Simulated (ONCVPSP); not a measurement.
# Pseudopotential generation for lutetium: ONCV, PBE

Do these settings give a usable potential? It is generated, then checked for transferability, scattering, ghosts and hardness.

Program: ONCVPSP 4.0.1.1 (patched build). Reference atom: PBE, scalar-relativistic, spherical and spin-unpolarised. All values are calculated.

15 further runs of the same task are left out: 5 that didn't finish, 10 set aside as unsound or not needed.

### Step 1. Settings

Typed settings, in words:

```json
{"element": "lutetium (Lu, Z = 71)", "type": "optimised norm-conserving Vanderbilt (ONCV)", "frozen core": "[Kr] 4d10", "valence charge": "25", "reference configuration": "4f14 5s2 5p6 5d1 6s2", "partial waves": "5s+6s: rc 1.70 bohr, ncon 4, nbas 7, qcut 5.3 1/bohr, 2 projectors; 5p: rc 2.30 bohr, ncon 4, nbas 8, qcut 7.5 1/bohr, 2 projectors, debl 2.4 Ha; 5d: rc 3.00 bohr, ncon 4, nbas 9, qcut 5.9 1/bohr, 2 projectors, debl 2.7 Ha; 4f: rc 1.05 bohr, ncon 5, nbas 10, qcut 13.8 1/bohr, local", "local potential": "the f channel", "core correction": "not asked for"}
```

The outer shells as boxes (Hund's rule for the drawing; the calculation is spin-unpolarised):

```
[Kr] core
4d [↑↓][↑↓][↑↓][↑↓][↑↓]
4f [↑↓][↑↓][↑↓][↑↓][↑↓][↑↓][↑↓]
5s [↑↓]
5p [↑↓][↑↓][↑↓]
5d [↑ ][  ][  ][  ][  ]
6s [↑↓]
```

The nodes and maxima of the atom's own shells, from an earlier all-electron run, set the scale for the radii.

All-electron outer shells of the reference configuration (PBE, scalar-relativistic, ld1.x):

| shell | level (eV) | outermost node (bohr) | outermost maximum (bohr) |
| --- | --- | --- | --- |
| 4d | -191.92 | 0.23 | 0.48 |
| 5s | -61.06 | 0.57 | 1.04 |
| 5p | -31.66 | 0.61 | 1.19 |
| 4f | -9.62 | – | 0.47 |
| 6s | -4.66 | 1.41 | 3.08 |
| 5d | -1.75 | 0.68 | 1.84 |
| 6p | -1.34 | 1.73 | 4.26 |

### Step 2. Generating the potential

File Lu.dat:

```
# ATOM AND REFERENCE CONFIGURATION
# atsym  z   nc   nv     iexc    psfile
  Lu 71.00    9    5        4      upf
#
#   n    l    f
    1    0    2.00
    2    0    2.00
    2    1    6.00
    3    0    2.00
    3    1    6.00
    3    2   10.00
    4    0    2.00
    4    1    6.00
    4    2   10.00
    4    3   14.00
    5    0    2.00
    5    1    6.00
    5    2    1.00
    6    0    2.00
#
# PSEUDOPOTENTIAL AND OPTIMIZATION
# lmax
    3
#
#   l,   rc,      ep,       ncon, nbas, qcut
    0    1.70    0.00    4    7    5.30
    1    2.30    0.00    4    8    7.50
    2    3.00    0.00    4    9    5.90
    3    1.05    0.00    5   10   13.80
#
# LOCAL POTENTIAL
# lloc, lpopt,  rc(5),   dvloc0
    3    5    1.05    0.00
#
# VANDERBILT-KLEINMAN-BYLANDER PROJECTORs
# l, nproj, debl
    0    2    1.00
    1    2    2.40
    2    2    2.70
    3    0    0.60
#
# MODEL CORE CHARGE
# icmod, fcfact, rcfact
    0    0.00    0.00
#
# LOG DERIVATIVE ANALYSIS
# epsh1, epsh2, depsh
   -4.00    5.00    0.02
#
# OUTPUT GRID
# rlmax, drl
    6.00    0.01
#
# TEST CONFIGURATIONS
# ncnf
    4
# nvcnf
#   n    l    f
    5
    4    3   14.00
    5    0    2.00
    5    1    6.00
    5    2    1.00
    6    0    1.00
#
    5
    4    3   14.00
    5    0    2.00
    5    1    6.00
    5    2    1.00
    6    0    0.00
#
    5
    4    3   14.00
    5    0    2.00
    5    1    6.00
    5    2    0.00
    6    0    0.00
#
    5
    4    3   13.00
    5    0    2.00
    5    1    6.00
    5    2    0.00
    6    0    0.00
#
```

Run with:

```bash
$ oncvpsp.x < Lu.dat > Lu.out
```

What does the calculation give? Wanted: cutoffs for 1 and 0.1 mHa per electron, occupied waves; bound ghosts; GHOST(+) flags; largest test error; largest phase difference near zero energy, channels read.

**Answer**, as computed:

| quantity | value |
| --- | --- |
| cutoffs for 1 and 0.1 mHa per electron, occupied waves | 325 Ha and 388 Ha |
| bound ghosts | s at -627.90 eV, p at -140.41 eV, d at -44.64 eV |
| GHOST(+) flags | none at low energy |
| largest test error (AE − PS) | -7.5 meV, for 4f14 5s2 5p6 5d1 6s0 (2 tests unsolved) |
| largest phase difference near zero energy, channels read | 0.018 rad |

In words: A bound ghost (s, p, d) makes it unfit for use: electrons can fall into a state that the atom doesn't have. The worst unpolarised test, 4f14 5s2 5p6 5d1 6s0, is off by 7.5 meV on 20.6 eV; by total energies transferability rates as good where solved. Atomic tests can pass in spite of a ghost, since they solve only for the levels asked. Of the tests 2 gave no usable energy difference, which is a warning in itself. The potential is very hard: the looser tolerance needs 325 Ha. At the looser tolerance the 4f wave is the slowest; 5s needs 15 Ha. Near zero energy the phases of the channels with partial waves agree within 0.018 rad. The pseudo curves have a pole with no partner nearby in the atom's: d at -1.80 Ha.
